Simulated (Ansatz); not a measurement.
# MnIr: the cost of one run

Computed with Ansatz 0.2.0 (DFT PBEsol, scalar-relativistic, plane waves, PAW, unless a step's input says otherwise).

2 further runs of the same task are left out: 2 set aside as unsound or not needed.

**1. Starting point**

The structure is tetragonal, space group P4/mmm (No. 123). The conventional cell has a = 2.624 Å, b = 2.624 Å, c = 3.615 Å, α = 90.00°, β = 90.00°, γ = 90.00°. Around Mn (site symmetry 4/mmm) lie 8 Ir at 2.59 Å and 4 Mn at 2.62 Å. Around Ir (site symmetry 4/mmm) lie 8 Mn at 2.59 Å and 4 Ir at 2.62 Å.

As a file:

```
CELL_PARAMETERS angstrom
2.62433 0.00000 0.00000
0.00000 2.62433 0.00000
0.00000 0.00000 3.61451
ATOMIC_POSITIONS crystal
Mn 0.50000 0.50000 0.50000
Ir 0.00000 0.00000 0.00000
```

It is the result of an earlier relaxation at this level (volume 12.45 Å³/atom; gap on the mesh: none (metal), site moments up to 1.2 μB).

**2. Tight relaxation for the response runs, with the smearing for a metal**

Response runs need a geometry at rest under their own mesh and occupations; hence this stricter relaxation.

input.yaml

```yaml
crystal:
  lattice:
    - [2.6243262544, 0.0, 0.0]
    - [0.0, 2.6243262544, 0.0]
    - [0.0, 0.0, 3.6145133817]
  atoms:
    - { symbol: Mn, position: [0.5, 0.5, 0.5], spin: 1.35 }
    - { symbol: Ir, position: [0.0, 0.0, 0.0] }
basis:
  ecutwfc: 420
kpoints:
  mp_grid: { grid: [16, 16, 12] }
hamiltonian:
  xc: pbesol
scf:
  occupations: { method: gaussian, width: 0.2 }
output:
  forces: true
  stress: true
  eigenvalues: true
  populations: true
magnetization:
  spin_polarized: true
relax:
  adjacent_minimum: "off"
  f_tol: 0.001
  max_steps: 60
  cell: { stress_tol: 0.01 }
```

Started as:

```bash
ansatz run input.yaml --threads 1 --pin off --max-ram 3072MiB --backend cpu --events-out ev --progress --plain --runs-dir out
```

**Question.** How long does this run take on 1 thread of Arm Neoverse V2, shared host, and how much memory does it need?

About 1.7 min, with a peak of 0.55 GiB.
